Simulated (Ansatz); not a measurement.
**Ga4As3P: the band gap up the ladder of functionals**

The task here is to estimate one member of a computed series from the others.

Code: Ansatz 0.2.0. PAW datasets, plane waves. The calculation is spin-unpolarised, and the structure need not be a phase that has been made.

## Starting point

The cell was relaxed beforehand with r2SCAN.

It is monoclinic, Cm (No. 8); a = 14.733 Å, b = 3.958 Å, c = 6.847 Å, β = 117.7° in the conventional setting, 22.10 Å³ an atom. Near P stand 4 Ga at 2.38–2.40 Å; near As stand 4 Ga at 2.43–2.46 Å; near Ga stand 1 P at 2.39 Å and 3 As at 2.44 Å; near Ga stand 1 P at 2.38 Å and 3 As at 2.44–2.46 Å; near As stand 4 Ga at 2.44–2.46 Å.

The structure in full:

```
P As Ga
1.0
     7.36758   -1.97876    0.03121
     7.36758    1.97876    0.03121
    -3.20869    0.00000    6.04908
P As Ga
1 3 4
Direct
  0.00006 0.00006 0.66612
  0.74901 0.74901 0.08174
  0.50027 0.50027 0.16792
  0.25186 0.25186 0.58535
  0.18327 0.18327 0.84901
  0.93763 0.93763 0.27704
  0.68748 0.68748 0.35484
  0.44042 0.44042 0.76798
```

Set-up of the first run:

Contents of input.yaml:

```yaml
crystal:
  lattice:
    - [7.3675761183, -1.9787573924, 0.0312131109]
    - [7.3675761183, 1.9787573924, 0.0312131109]
    - [-3.2086864574, 0.0, 6.0490769253]
  atoms:
    - { symbol: P, position: [6.43894e-05, 6.43894e-05, 0.6661236756] }
    - { symbol: As, position: [0.749010398, 0.749010398, 0.0817380626] }
    - { symbol: Ga, position: [0.1832671914, 0.1832671914, 0.8490054838] }
    - { symbol: Ga, position: [0.9376267242, 0.9376267242, 0.2770433921] }
    - { symbol: As, position: [0.5002679478, 0.5002679478, 0.1679166774] }
    - { symbol: As, position: [0.2518607893, 0.2518607893, 0.5853537583] }
    - { symbol: Ga, position: [0.6874823518, 0.6874823518, 0.3548370791] }
    - { symbol: Ga, position: [0.4404202082, 0.4404202082, 0.7679818713] }
kpoints:
  mp_grid: { grid: [6, 6, 4] }
  band_path:
    path:
      - [[0.0, 0.0, 0.0], [0.2730038400113, -0.2730038400113, 1.00227660063e-17]]
      - [[0.7269961599887, 0.2730038400113, -6.257783117225e-17], [0.5, 0.5, -9.791732763296e-17], [0.0, 0.0, 0.0], [-6.153018278059e-17, -1.322493440328e-16, 0.5], [0.2499922177477, -0.2499922177477, 0.5]]
      - [[-0.2499922177477, -0.7500077822523, 0.5], [-0.5, -0.5, 0.5], [0.0, 0.0, 0.0]]
      - [[-1.436106654408e-16, -0.5, 0.5], [0.0, 0.0, 0.0], [0.5, 9.081994307066e-18, -3.128891558612e-17]]
    npoints: 10
hamiltonian:
  xc: pbe
scf:
  occupations: { method: fermi_dirac, width: 0.02 }
  n_extra_bands: 6
output:
  forces: true
  stress: true
  eigenvalues: true
  write_density: true
  write_potential: true
  elf: true
  volumetric_format: npy
```

Run with:

```bash
$ ansatz run input.yaml --threads 4 --pin off --max-ram 6451MiB --backend cpu --events-out ev --progress --plain --runs-dir out
```

Steps of the session up to this table: PBE band path; r2SCAN at the same geometry; HSE06; Single point with PBE+SOC; PBE0 at the same geometry.

One table of the session follows, with a row left open; its other results are not shown here.

| level | gap (eV) |
| --- | --- |
| PBE | 0.74 |
| r2SCAN | ? |
| HSE06 | 1.55 |
| PBE+SOC | 0.65 |
| PBE0 | 2.17 |

Q: Estimate the row for r2SCAN from the others.

As computed: gap (eV): 1.18. In the column «gap (eV)» it lies between PBE (0.74) and HSE06 (1.55).

Meshes: PBE 6×6×4, r2SCAN 6×6×4, HSE06 4×4×4, PBE+SOC 6×6×4, PBE0 4×4×4

PBE reaches 48 % of the HSE06 value, and r2SCAN 76 %. PBE0 lies 0.62 eV above HSE06, which differs from it by screening the long-range exchange.

Caveats from the session: Warnings in the runs' records: stress exchange threshold loose, stress scf threshold loose.
